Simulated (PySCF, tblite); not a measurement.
# C₇H₁₂AlCl: geometry, infrared bands and NMR shifts

What infrared bands and NMR shifts should C₇H₁₂AlCl (`C/C(=C\C1CC1)[CH2][AlH][Cl]`) show?

The runs use tblite 0.8.0 and PySCF 2.14.0, with density-fitted response routines of our own; the level of theory stands in each step. All values are computed, except where a source is named. Atoms count from 0, in the outputs and in this text.

### Step 1. Starting geometry

21 atoms, charge 0, multiplicity 1; geometry from: force field or distance geometry start.

Bonds of the start (Å): C0–C1 1.49, C1–C2 1.33, C2–C3 1.48, C3–C4 1.49, C4–C5 1.53, C1–C6 1.50, C6–Al7 2.00, Al7–Cl8 2.20, C5–C3 1.53, C0–H9 1.13, C0–H10 1.11, C0–H11 1.09, C2–H12 1.09, C3–H13 1.12, C4–H14 1.09, C4–H15 1.13, C5–H16 1.09, C5–H17 1.12, C6–H18 1.09, C6–H19 1.12, Al7–H20 1.59.

### Step 2. Optimising the geometry with GFN2-xTB

Job settings and geometry (Å):

```
{"job": {"kind": "relax", "xc": "GFN2-xTB", "basis": "xTB"}, "charge": 0, "multiplicity": 1}
C      0.262400    -1.774500    -1.242400
C      0.742800    -0.670500    -0.362700
C     -0.062200     0.110700     0.343400
C     -1.527900    -0.068600     0.239600
C     -2.512400     0.637500     1.112400
C     -2.224400     1.183300    -0.285500
C      2.226600    -0.498300    -0.279800
Al     2.765000     0.992400     0.941000
Cl     2.796700     3.072400     0.230500
H     -0.007300    -2.609900    -0.523800
H     -0.635100    -1.462400    -1.810200
H      1.023600    -2.115600    -1.946100
H      0.329000     0.903200     0.985900
H     -1.896200    -1.042500    -0.172800
H     -2.196700     1.180400     2.006700
H     -3.544900     0.178400     1.119400
H     -2.957100     1.070100    -1.090300
H     -1.585800     2.103700    -0.265200
H      2.656400    -0.301900    -1.267200
H      2.633400    -1.473000     0.100600
H      3.705200     0.602000     2.165800
```

On the command line:

```bash
OMP_NUM_THREADS=1 python probes_run.py task.json out
```

One launch serves the whole session: the jobs run in the order shown.

**Question.** This job is followed by: GFN2-xTB harmonic vibrations, gas phase; GIAO PBE0/pcSseg-1 NMR shielding, non-relativistic, gas phase. Predict these results of the whole session: strongest single infrared mode (GFN2-xTB); zero-point energy (GFN2-xTB); ¹³C shifts against TMS (PBE0/pcSseg-1, means over atoms taken as alike); ¹H shifts against TMS (PBE0/pcSseg-1, means over atoms taken as alike); ²⁷Al shifts against AlH4- (PBE0/pcSseg-1); ³⁵Cl shifts against HCl (PBE0/pcSseg-1).

**Answer**, as computed:

```
                                                               quantity                                         value
                              strongest single infrared mode (GFN2-xTB)                         2776 cm⁻¹, 347 km/mol
                                           zero-point energy (GFN2-xTB)                                102.6 kcal/mol
¹³C shifts against TMS (PBE0/pcSseg-1, means over atoms taken as alike)       148.7, 139.2, 31.7, 23.1, 13.8, 8.8 ppm
 ¹H shifts against TMS (PBE0/pcSseg-1, means over atoms taken as alike)  5.13, 3.55, 1.99, 1.62, 1.42, 0.77, 0.29 ppm
                              ²⁷Al shifts against AlH4- (PBE0/pcSseg-1)                                     150.5 ppm
                                ³⁵Cl shifts against HCl (PBE0/pcSseg-1)                                        41 ppm
```

In words: The optimisation took 139 steps and gained 0.760 eV; among the close pairs (by a distance rule), Al7–Cl8 changed most, from 2.198 to 2.029 Å. The lowest mode is imaginary (44i cm⁻¹), so the xTB geometry is not a minimum. The strongest single mode, at 2776 cm⁻¹, moves mainly H12. Unscaled tight-binding wavenumbers are off by several per cent, some by more. Its intensities can rank the bands wrongly. At PBE0/pcSseg-1: Shielding is most anisotropic at Cl8 (span 242 ppm, paramagnetic term -241 ppm).
